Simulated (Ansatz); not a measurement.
Input of an Ansatz 0.2.0 run:

The input input.yaml:

```yaml
crystal:
  lattice:
    - [5.45204, 0.0, 0.0]
    - [-2.72602, 4.72161, 0.0]
    - [0.0, 0.0, 9.57902]
  atoms:
    - { symbol: Ta, position: [0.0, 0.0, 0.19408] }
    - { symbol: Ta, position: [0.0, 0.0, 0.80592] }
    - { symbol: Ta, position: [0.66667, 0.33333, 0.0] }
    - { symbol: As, position: [0.0, 0.0, 0.5] }
    - { symbol: Au, position: [0.33333, 0.66667, 0.27428] }
    - { symbol: Au, position: [0.33333, 0.66667, 0.72572] }
    - { symbol: O, position: [0.0, 0.0, 0.0] }
    - { symbol: O, position: [0.23947, 0.97129, 0.36402] }
    - { symbol: O, position: [0.02871, 0.26818, 0.36402] }
    - { symbol: O, position: [0.73182, 0.76053, 0.36402] }
    - { symbol: O, position: [0.23947, 0.97129, 0.63598] }
    - { symbol: O, position: [0.02871, 0.26818, 0.63598] }
    - { symbol: O, position: [0.73182, 0.76053, 0.63598] }
    - { symbol: O, position: [0.38452, 0.33425, 0.85844] }
    - { symbol: O, position: [0.66575, 0.05026, 0.85844] }
    - { symbol: O, position: [0.94974, 0.61548, 0.85844] }
    - { symbol: O, position: [0.38452, 0.33425, 0.14156] }
    - { symbol: O, position: [0.66575, 0.05026, 0.14156] }
    - { symbol: O, position: [0.94974, 0.61548, 0.14156] }
kpoints:
  mp_grid: { grid: [4, 4, 2] }
  band_path:
    path:
      - [0.0, 0.0, 0.0]
      - [0.5, 0.0, 0.0]
      - [0.3333333333, 0.3333333333, 0.0]
      - [0.0, 0.0, 0.0]
      - [0.0, 0.0, 0.5]
      - [0.5, 0.0, 0.5]
      - [0.3333333333, 0.3333333333, 0.5]
      - [0.0, 0.0, 0.5]
    npoints: 12
scf:
  occupations: { method: fermi_dirac, width: 0.05 }
hamiltonian:
  xc: lda
  pseudopotentials: { kind: all_electron, lapw: { basis_error: 0.003 } }
output:
  forces: true
  stress: true
  eigenvalues: true
```

Potentials or basis: all-electron LAPW, scalar-relativistic.

Command:

```bash
$ ansatz run input.yaml --threads 8 --pin off --max-ram 24576MiB --backend cpu --events-out ev --progress --plain --runs-dir out
```

(1) Estimate the pressure.

(2) Estimate the largest force.

(3) Estimate the band gap along the path.

## Answers

(1) -11.0 GPa.

(2) 0.472 eV/Å.

(3) none (metal or under the smearing width).

Caveat: the k mesh is thin for a metal, which can move the energy by tens of meV per atom; spin-orbit coupling is left out, which moves the levels of the heavy elements.
